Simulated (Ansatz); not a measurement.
MoI in Ansatz: convergence with xc grid

MoI:

```
CELL_PARAMETERS angstrom
0.00000 3.17885 3.17885
3.17885 0.00000 3.17885
3.17885 3.17885 0.00000
ATOMIC_POSITIONS crystal
Mo 0.00155 0.99807 0.00675
I 0.75230 0.75451 0.73718
```

The cell was built by a generator and needn't be a form met in nature.

The cell isn't the ideal one: atoms moved at random, drawn with an rms of 0.05 Å.

```yaml
Program: Ansatz 0.2.0
Task: convergence study
Functional: r2SCAN
Potentials_or_basis: PseudoDojo standard (PBE files)
Cutoff: 1088 eV
Density_cutoff: 4354 eV
k_mesh: 5 × 5 × 5
Occupations: fermi-dirac, width 0.1 eV
Spin: no spin polarisation
```

These are the settings of the first run; the series varies xc grid, with any setting tied to it.

Hardware: 2 threads of Arm Neoverse V2, with other jobs on the host.

```
xc grid  energy less the tightest run, at zero smearing (meV/atom)  SCF cycles  CPU time (s)  peak memory (GiB)
      1                                                      -0.04           9            30               0.47
      2                                                       0.00           9            31               0.49
      3                                                       0.00           9            34               0.57
      4                                                       0.00           9            40               0.75
      5                                                       0.00           9            50                1.1
```

Against the tightest run, the energy stays within 1 meV/atom from 1 on. The tightest run that finished is the yardstick and may itself not be fully converged.

Caveat, for the tightest run too: the meta-GGA runs on potentials made for a GGA; an odd number of electrons without spin polarisation forces a metal; a magnetic or distorted state may lie lower. The run has no spin-orbit coupling, so splittings on I are missing.
